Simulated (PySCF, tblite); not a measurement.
# C₅H₉B: dynamics, then NMR shifts on frames, part 2 of 2

tblite 0.8.0 and PySCF 2.14.0. Atoms count from 0.

### 5 Shielding tensors: 625 fs, PBE0/pcSseg-1

What the job is given:

```
{"job": {"kind": "nmr", "xc": "PBE0", "basis": "pcSseg-1", "pop": false}, "charge": 0, "multiplicity": 1}
C      1.534000     2.422900     0.049200
C      1.104300     1.520500    -0.605900
C      0.598100     0.164600    -0.953300
B     -0.624200    -0.279600    -0.110100
C     -1.857800     0.761600     0.037900
C     -0.644700    -1.820500     0.137200
H      1.730600     3.329500     0.449500
H      1.454200    -0.438300    -0.778800
H      0.418400     0.116100    -1.999800
H     -1.803200     0.906700     1.069100
H     -2.756500     0.134300    -0.178700
H     -2.003000     1.703300    -0.634300
H     -1.060300    -2.110500    -0.828300
H      0.248600    -2.239700     0.361400
H     -1.390300    -2.242000     0.878400
```

With the program's defaults for keys left out, this is: GIAO PBE0/pcSseg-1 NMR shielding, non-relativistic, gas phase.

Output:

```text
coarse grid: 12096 points
cycle   1  E = -220.2845506326  dE =  5.771e-01  |g| = 5.234e-01  |ddm| = 3.380e+00
cycle   2  E = -220.2899742243  dE = -5.424e-03  |g| = 5.055e-01  |ddm| = 1.110e+00
cycle   3  E = -220.3564225154  dE = -6.645e-02  |g| = 5.352e-02  |ddm| = 5.393e-01
cycle   4  E = -220.3566713289  dE = -2.488e-04  |g| = 4.440e-02  |ddm| = 8.019e-02
cycle   5  E = -220.3571429519  dE = -4.716e-04  |g| = 9.774e-03  |ddm| = 3.417e-02
cycle   6  E = -220.3571663272  dE = -2.338e-05  |g| = 1.523e-03  |ddm| = 9.205e-03
cycle   7  E = -220.3571669274  dE = -6.002e-07  |g| = 2.500e-04  |ddm| = 1.777e-03
final grid: 115600 points
cycle   8  E = -220.3920225023  dE = -3.432e-05  |g| = 7.264e-03  |ddm| = 2.703e-02
cycle   9  E = -220.3920208075  dE =  1.695e-06  |g| = 7.738e-03  |ddm| = 1.277e-02
cycle  10  E = -220.3920356122  dE = -1.480e-05  |g| = 1.487e-03  |ddm| = 6.565e-03
cycle  11  E = -220.3920361544  dE = -5.422e-07  |g| = 2.685e-04  |ddm| = 1.138e-03
cycle  12  E = -220.3920361712  dE = -1.681e-08  |g| = 7.961e-05  |ddm| = 3.376e-04
cycle  13  E = -220.3920361729  dE = -1.685e-09  |g| = 1.013e-05  |ddm| = 1.180e-04
cycle  14  E = -220.3920361729  dE = -2.444e-11  |g| = 3.003e-06  |ddm| = 1.731e-05
converged SCF energy = -220.3920361729

GIAO shielding tensors (ppm)
atom      isotropic    diamagn.    paramagn.     s11        s22        s33       span
  0 C      110.499     260.535    -150.036     27.101     40.886    263.511    236.411
  1 C       94.555     266.931    -172.376    -13.298      7.742    289.220    302.517
  2 C      166.865     256.587     -89.722    151.610    166.754    182.231     30.620
  3 B       14.702     187.950    -173.248    -44.413    -29.698    118.216    162.629
  4 C      167.742     252.463     -84.721    155.051    172.126    176.048     20.997
  5 C      169.227     253.209     -83.982    149.966    173.884    183.830     33.864
  6 H       31.860      34.214      -2.354     26.158     26.383     43.039     16.880
  7 H       29.889      33.748      -3.859     24.282     30.514     34.870     10.588
  8 H       31.025      30.491       0.534     26.463     29.898     36.715     10.251
  9 H       31.906      31.596       0.311     28.398     30.309     37.012      8.614
 10 H       30.170      29.372       0.797     25.776     29.645     35.088      9.313
 11 H       28.232      28.586      -0.354     24.457     27.814     32.427      7.970
 12 H       31.671      30.091       1.580     28.294     29.996     36.724      8.430
 13 H       32.041      33.949      -1.908     27.915     31.666     36.542      8.627
 14 H       29.569      29.155       0.415     25.944     27.839     34.925      8.981
```

Run time: 12 s. Hardware: 1 thread, shared host.

This run: δ C1 92.4, C0 76.4, C2 20.1, C4 19.2, H11 3.48, H14 2.15 ppm.

### 6 Nuclear shieldings: 800 fs, PBE0/pcSseg-1

What the job is given:

```
{"job": {"kind": "nmr", "xc": "PBE0", "basis": "pcSseg-1", "pop": false}, "charge": 0, "multiplicity": 1}
C      1.653900     1.126000     1.514600
C      1.235900     0.682400     0.513400
C      0.761400     0.312100    -0.796100
B     -0.761000    -0.284500    -0.517900
C     -1.674900     0.996700    -0.360100
C     -0.983000    -1.772100    -0.401900
H      2.092400     1.634500     2.342200
H      1.520800    -0.260400    -1.380100
H      0.566300     1.192500    -1.351100
H     -2.747900     0.851500     0.051900
H     -1.721600     1.579300    -1.300700
H     -1.206200     1.542800     0.438600
H     -0.258700    -2.445400    -0.633200
H     -1.488000    -2.105000     0.551300
H     -1.772900    -1.943000    -1.115900
```

Method: GIAO PBE0/pcSseg-1 NMR shielding, non-relativistic, gas phase.

Output:

```text
coarse grid: 12096 points
cycle   1  E = -220.2894071089  dE =  6.065e-01  |g| = 5.387e-01  |ddm| = 3.446e+00
cycle   2  E = -220.2942475853  dE = -4.840e-03  |g| = 5.204e-01  |ddm| = 1.052e+00
cycle   3  E = -220.3658609570  dE = -7.161e-02  |g| = 4.589e-02  |ddm| = 4.931e-01
cycle   4  E = -220.3659480241  dE = -8.707e-05  |g| = 4.152e-02  |ddm| = 6.020e-02
cycle   5  E = -220.3663585913  dE = -4.106e-04  |g| = 7.893e-03  |ddm| = 3.264e-02
cycle   6  E = -220.3663737830  dE = -1.519e-05  |g| = 1.799e-03  |ddm| = 7.889e-03
cycle   7  E = -220.3663746241  dE = -8.411e-07  |g| = 2.601e-04  |ddm| = 1.795e-03
final grid: 115600 points
cycle   8  E = -220.4012834961  dE = -3.462e-05  |g| = 7.050e-03  |ddm| = 3.872e-02
cycle   9  E = -220.4012823593  dE =  1.137e-06  |g| = 7.433e-03  |ddm| = 1.256e-02
cycle  10  E = -220.4012962475  dE = -1.389e-05  |g| = 1.139e-03  |ddm| = 6.383e-03
cycle  11  E = -220.4012965603  dE = -3.128e-07  |g| = 2.510e-04  |ddm| = 9.528e-04
cycle  12  E = -220.4012965746  dE = -1.427e-08  |g| = 7.459e-05  |ddm| = 2.170e-04
cycle  13  E = -220.4012965760  dE = -1.454e-09  |g| = 1.198e-05  |ddm| = 8.165e-05
cycle  14  E = -220.4012965760  dE = -3.729e-11  |g| = 2.455e-06  |ddm| = 1.805e-05
converged SCF energy = -220.4012965760

GIAO shielding tensors (ppm)
atom      isotropic    diamagn.    paramagn.     s11        s22        s33       span
  0 C      110.759     259.177    -148.418     35.874     40.909    255.494    219.621
  1 C      100.573     263.613    -163.040     -0.797     11.551    290.964    291.761
  2 C      162.360     250.518     -88.157    144.693    168.468    173.920     29.228
  3 B       18.479     189.071    -170.592    -47.699    -14.749    117.886    165.585
  4 C      168.130     252.947     -84.818    151.217    168.090    185.082     33.865
  5 C      179.304     249.702     -70.397    158.721    188.697    190.494     31.773
  6 H       29.853      33.953      -4.100     24.670     24.989     39.900     15.229
  7 H       29.197      28.525       0.672     25.760     27.023     34.807      9.047
  8 H       30.057      31.571      -1.514     26.693     29.574     33.904      7.212
  9 H       29.475      28.034       1.440     25.975     27.286     35.163      9.187
 10 H       30.126      29.246       0.880     25.795     29.437     35.145      9.350
 11 H       29.990      31.925      -1.934     24.947     30.397     34.628      9.681
 12 H       32.159      32.539      -0.380     28.011     30.824     37.641      9.630
 13 H       29.437      28.150       1.287     26.048     26.958     35.305      9.257
 14 H       31.308      28.261       3.047     27.014     29.765     37.145     10.130
```

Wall time 13 s (1 thread, shared host).

This run: δ C1 86.4, C0 76.2, C2 24.6, C4 18.8, H7 2.52, H13 2.28 ppm.

### 7 Nuclear shieldings: 1000 fs, PBE0/pcSseg-1

What the job is given:

```
{"job": {"kind": "nmr", "xc": "PBE0", "basis": "pcSseg-1", "pop": false}, "charge": 0, "multiplicity": 1}
C      1.927100     0.607800     2.184800
C      1.573300     0.438200     1.044500
C      1.356500    -0.155900    -0.236700
B     -0.048900     0.120600    -0.887900
C     -0.706900     1.558000    -0.630600
C     -0.948200    -1.072100    -1.356300
H      1.665700     0.865200     3.183100
H      1.582900    -1.262800    -0.002400
H      2.086100     0.279300    -0.969200
H     -0.596900     2.364000    -1.342800
H     -0.308900     1.982300     0.242200
H     -1.795200     1.349400    -0.534700
H     -1.410400    -1.240000    -0.344300
H     -1.804200    -0.962400    -2.095900
H     -0.472500    -2.011600    -1.684800
```

Level: GIAO PBE0/pcSseg-1 NMR shielding, non-relativistic, gas phase.

Output:

```text
coarse grid: 12096 points
cycle   1  E = -220.2975143190  dE =  4.908e-01  |g| = 5.094e-01  |ddm| = 3.365e+00
cycle   2  E = -220.3001154973  dE = -2.601e-03  |g| = 5.031e-01  |ddm| = 1.092e+00
cycle   3  E = -220.3671872713  dE = -6.707e-02  |g| = 5.108e-02  |ddm| = 5.577e-01
cycle   4  E = -220.3672794187  dE = -9.215e-05  |g| = 4.805e-02  |ddm| = 7.369e-02
cycle   5  E = -220.3678420097  dE = -5.626e-04  |g| = 9.499e-03  |ddm| = 3.748e-02
cycle   6  E = -220.3678641144  dE = -2.210e-05  |g| = 1.626e-03  |ddm| = 9.585e-03
cycle   7  E = -220.3678648043  dE = -6.898e-07  |g| = 2.479e-04  |ddm| = 1.933e-03
final grid: 115600 points
cycle   8  E = -220.4028551468  dE = -3.248e-05  |g| = 6.969e-03  |ddm| = 2.785e-02
cycle   9  E = -220.4028532023  dE =  1.944e-06  |g| = 7.571e-03  |ddm| = 1.277e-02
cycle  10  E = -220.4028675698  dE = -1.437e-05  |g| = 1.432e-03  |ddm| = 6.608e-03
cycle  11  E = -220.4028680751  dE = -5.053e-07  |g| = 2.483e-04  |ddm| = 1.163e-03
cycle  12  E = -220.4028680893  dE = -1.416e-08  |g| = 8.582e-05  |ddm| = 2.728e-04
cycle  13  E = -220.4028680913  dE = -1.983e-09  |g| = 8.642e-06  |ddm| = 1.111e-04
cycle  14  E = -220.4028680913  dE = -2.308e-11  |g| = 2.862e-06  |ddm| = 1.634e-05
converged SCF energy = -220.4028680913

GIAO shielding tensors (ppm)
atom      isotropic    diamagn.    paramagn.     s11        s22        s33       span
  0 C      109.918     271.714    -161.796     21.804     49.863    258.086    236.282
  1 C       80.629     266.361    -185.732    -37.884     -6.242    286.014    323.898
  2 C      158.591     249.196     -90.605    141.518    165.526    168.729     27.211
  3 B       17.268     187.796    -170.528    -43.999    -22.887    118.691    162.691
  4 C      175.877     253.831     -77.954    154.665    176.654    196.313     41.649
  5 C      158.659     252.565     -93.905    139.051    164.361    172.565     33.514
  6 H       29.184      33.343      -4.159     23.562     24.854     39.138     15.576
  7 H       26.854      28.729      -1.876     21.404     27.687     31.471     10.067
  8 H       28.832      26.817       2.015     24.808     27.665     34.023      9.215
  9 H       30.929      29.425       1.504     26.584     28.874     37.329     10.745
 10 H       30.877      33.773      -2.896     26.061     30.475     36.095     10.034
 11 H       30.417      30.941      -0.524     26.440     29.894     34.916      8.476
 12 H       30.766      30.929      -0.162     28.207     29.243     34.850      6.643
 13 H       28.856      28.266       0.589     25.141     27.667     33.760      8.619
 14 H       29.789      30.044      -0.256     25.724     28.976     34.665      8.941
```

It took 13 s on 1 thread, shared host.

In short: δ C1 106.3, C0 77.0, C2 28.3, C5 28.3, H7 4.86, H8 2.88 ppm.

### 8 Run by run: NMR shifts

Shifts (ppm) of some atoms, chosen among heavy atoms and hydrogens apart, with basis size and wall time:

| frame | C1 | C4 | C2 | C5 | H13 | H7 | B3 | functions | time |
| --- | --- | --- | --- | --- | --- | --- | --- | --- | --- |
| 250 fs | 100.6 | 24.9 | 22.4 | 11.6 | 1.30 | 0.38 | 94.1 | 147 | 13 s |
| 425 fs | 93.7 | 22.9 | 20.5 | 5.3 | -1.46 | 4.47 | 86.6 | 147 | 12 s |
| 625 fs | 92.4 | 19.2 | 20.1 | 17.7 | -0.32 | 1.83 | 85.4 | 147 | 12 s |
| 800 fs | 86.4 | 18.8 | 24.6 | 7.6 | 2.28 | 2.52 | 81.6 | 147 | 13 s |
| 1000 fs | 106.3 | 11.0 | 28.3 | 28.3 | 2.86 | 4.86 | 82.8 | 147 | 13 s |

### 9 Results

The summary covers parts 1 to 2.

| quantity | value |
| --- | --- |
| thermostat | 600 K |
| mean temperature, second half | 548 K |
| mean potential energy above the minimum | 0.82 eV |
| 13C shifts against TMS (PBE0/pcSseg-1, 250 fs) | 100.6, 81.5, 24.9, 22.4, 11.6 ppm |
| 1H shifts against TMS (PBE0/pcSseg-1, 250 fs) | 3.43, 2.62, 2.35, 2.05, 1.99, 1.30, 0.38, 0.30, 0.11 ppm |
| 11B shifts against BF3·OEt2 (PBE0/pcSseg-1, 250 fs) | 94.1 ppm |
| range of the shift of C5 | 5.3 to 28.3 ppm |

In words: In the second half the potential energy averages 0.82 eV above the minimum; equipartition over 39 harmonic modes at 600 K would give 1.01 eV. With 15 atoms the temperature swings widely (302 to 732 K). Shifts at one fixed geometry are not the observed spectrum, which averages over the motion. In the first frame run (250 fs): Shielding is most anisotropic at C1 (span 302 ppm, paramagnetic term -185 ppm). Across the 5 runs the shift of C5 moves most, between 5.3 (425 fs) and 28.3 ppm (1000 fs).
